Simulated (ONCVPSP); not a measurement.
**Copper: generating and testing an ONCV potential**

Task: generate the file, and judge it by its errors in other configurations, its logarithmic derivatives, its ghosts and its cutoff.

Program: ONCVPSP 4.0.1. Reference atom: PBEsol, scalar-relativistic, spherical and spin-unpolarised. All values are calculated.

## (1) The atom and the settings

The settings as typed:

| Item | Value |
| --- | --- |
| element | copper (Cu, Z = 29) |
| type | optimised norm-conserving Vanderbilt (ONCV) |
| frozen core | [Ne] |
| valence charge | 19 |
| reference configuration | 3s2 3p6 3d10 4s0.75 4p0.25 |
| partial waves | 3s+4s: rc 1.25 bohr, ncon 4, nbas 8, qcut 12.7 1/bohr, 2 projectors; 3p+4p: rc 1.10 bohr, ncon 4, nbas 9, qcut 11.6 1/bohr, 2 projectors; 3d: rc 1.25 bohr, ncon 3, nbas 8, qcut 13.9 1/bohr, 3 projectors, debl 0.6 Ha |
| local potential | polynomial inside 1.00 bohr (lpopt 4, dvloc0 4 Ha) |
| core correction | Teter function, fcfact 3.5, rcfact 1.1 |

The nodes and maxima of the atom's own shells, from an earlier all-electron run, set the scale for the radii.

All-electron outer shells of the reference configuration (PBEsol, scalar-relativistic, ld1.x):

```tsv
shell	level (eV)	outermost node (bohr)	outermost maximum (bohr)
2s	-1062.00	0.07	0.20
2p	-916.98	–	0.16
3s	-115.00	0.29	0.61
3p	-72.60	0.26	0.62
3d	-5.66	–	0.60
4s	-5.04	0.89	2.24
4p	-0.96	0.97	3.52
```

## (2) Generating the potential

Cu.dat

```
# ATOM AND REFERENCE CONFIGURATION
# atsym  z   nc   nv     iexc    psfile
  Cu 29.00    3    5  -116133      upf
#
#   n    l    f
    1    0    2.00
    2    0    2.00
    2    1    6.00
    3    0    2.00
    3    1    6.00
    3    2   10.00
    4    0    0.75
    4    1    0.25
#
# PSEUDOPOTENTIAL AND OPTIMIZATION
# lmax
    2
#
#   l,   rc,      ep,       ncon, nbas, qcut
    0    1.25    0.00    4    8   12.70
    1    1.10    0.00    4    9   11.60
    2    1.25    0.00    3    8   13.90
#
# LOCAL POTENTIAL
# lloc, lpopt,  rc(5),   dvloc0
    4    4    1.00    4.00
#
# VANDERBILT-KLEINMAN-BYLANDER PROJECTORs
# l, nproj, debl
    0    2    1.70
    1    2    3.20
    2    3    0.60
#
# MODEL CORE CHARGE
# icmod, fcfact, rcfact
    3    3.50    1.10
#
# LOG DERIVATIVE ANALYSIS
# epsh1, epsh2, depsh
   -6.00    5.00    0.04
#
# OUTPUT GRID
# rlmax, drl
    6.00    0.01
#
# TEST CONFIGURATIONS
# ncnf
    4
# nvcnf
#   n    l    f
    5
    3    0    2.00
    3    1    6.00
    3    2   10.00
    4    0    1.00
    4    1    0.00
#
    5
    3    0    2.00
    3    1    6.00
    3    2   10.00
    4    0    0.00
    4    1    0.00
#
    5
    3    0    2.00
    3    1    6.00
    3    2    9.00
    4    0    0.00
    4    1    0.00
#
    5
    3    0    2.00
    3    1    6.00
    3    2    9.00
    4    0    2.00
    4    1    0.00
#
```

On the command line:

```
oncvpsp.x < Cu.dat > Cu.out
```

**Question.** What will these runs give? Wanted: cutoffs for 1 and 0.1 mHa per electron, occupied waves; bound ghosts; GHOST(+) flags; largest test error; largest phase difference near zero energy, channels read; rms error of d²Exc/dn², without and with the model core.

As calculated:

| quantity | value |
| --- | --- |
| cutoffs for 1 and 0.1 mHa per electron, occupied waves | 69 Ha and 78 Ha |
| bound ghosts | none found |
| GHOST(+) flags | none at low energy |
| largest test error (AE − PS) | +11 meV, for 3s2 3p6 3d9 4s2 4p0 (1 test unsolved) |
| largest phase difference near zero energy, channels read | 0.000 rad |
| rms error of d²Exc/dn², without and with the model core | 1.78 and 0.83 mHa |

By total energies transferability is good where solved: the largest error is 11 meV on 1.0 eV, for 3s2 3p6 3d9 4s2 4p0. Of the tests 1 gave no usable energy difference, which is a warning in itself. It counts as very hard, with 69 Ha needed at the looser tolerance. At the looser tolerance the 3d wave is the slowest; 3p needs 46 Ha. The program's ghost test flags no bound state. Near zero energy the phases of the channels with partial waves agree within 0.001 rad. These are tests on the free atom; a crystal test is still owed.
